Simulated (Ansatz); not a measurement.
# Ca2Al2O: the cost of one run

Computed with Ansatz 0.2.0 (DFT PBE, scalar-relativistic, plane waves, PAW, unless a step's input says otherwise).

1 further run of the same task is left out (it didn't finish).

## 1. The structure to begin with

It takes space group P4mm (No. 99, tetragonal). Conventional cell: a = 4.091 Å, b = 4.091 Å, c = 6.052 Å, α = 90.00°, β = 90.00°, γ = 90.00°. Around Ca (site symmetry 2mm) lie 2 O at 2.11 Å. Around Al (site symmetry 2mm) lie 4 Al at 2.89 Å and 2 Ca at 2.99 to 3.06 Å and 2 O at 3.22 Å. O (site symmetry 4mm) has 4 Ca at 2.11 Å in its first shell of neighbours.

As a file:

```
CELL_PARAMETERS angstrom
4.09123 0.00000 0.00000
0.00000 4.09123 0.00000
0.00000 0.00000 6.05191
ATOMIC_POSITIONS crystal
Ca 0.50000 0.00000 0.28884
Ca 0.00000 0.50000 0.28884
Al 0.50000 0.00000 0.79513
Al 0.00000 0.50000 0.79513
O 0.50000 0.50000 0.20648
```

Recipe of the guess: random cell by space group and Wyckoff sites (P4mm, No. 99). Lengths come from tabulated atomic sizes and are only a guess.

## 2. A first look at the guess

input.yaml

```yaml
crystal:
  lattice:
    - [4.09122995, 0.0, 0.0]
    - [0.0, 4.09122995, 0.0]
    - [0.0, 0.0, 6.05191159]
  atoms:
    - { symbol: Ca, position: [0.5, 0.0, 0.28883508] }
    - { symbol: Ca, position: [0.0, 0.5, 0.28883508] }
    - { symbol: Al, position: [0.5, 0.0, 0.79513027] }
    - { symbol: Al, position: [0.0, 0.5, 0.79513027] }
    - { symbol: O, position: [0.5, 0.5, 0.20648302] }
basis:
  ecutwfc: 420
kpoints:
  mp_grid: { grid: [4, 4, 4] }
hamiltonian:
  xc: pbe
scf:
  occupations: { method: gaussian, width: 0.1 }
  lower_state_search: "off"
output:
  forces: true
  stress: true
  eigenvalues: true
```

The run is started by

```console
$ ansatz run input.yaml --threads 1 --pin off --max-ram 2560MiB --backend cpu --events-out ev --progress --plain --runs-dir out
```

Q: Estimate wall time and peak memory on 1 thread of Intel Xeon at 2.50GHz (Skylake/Cascade Lake), shared host.

About 7.5 s, with a peak of 0.33 GiB.
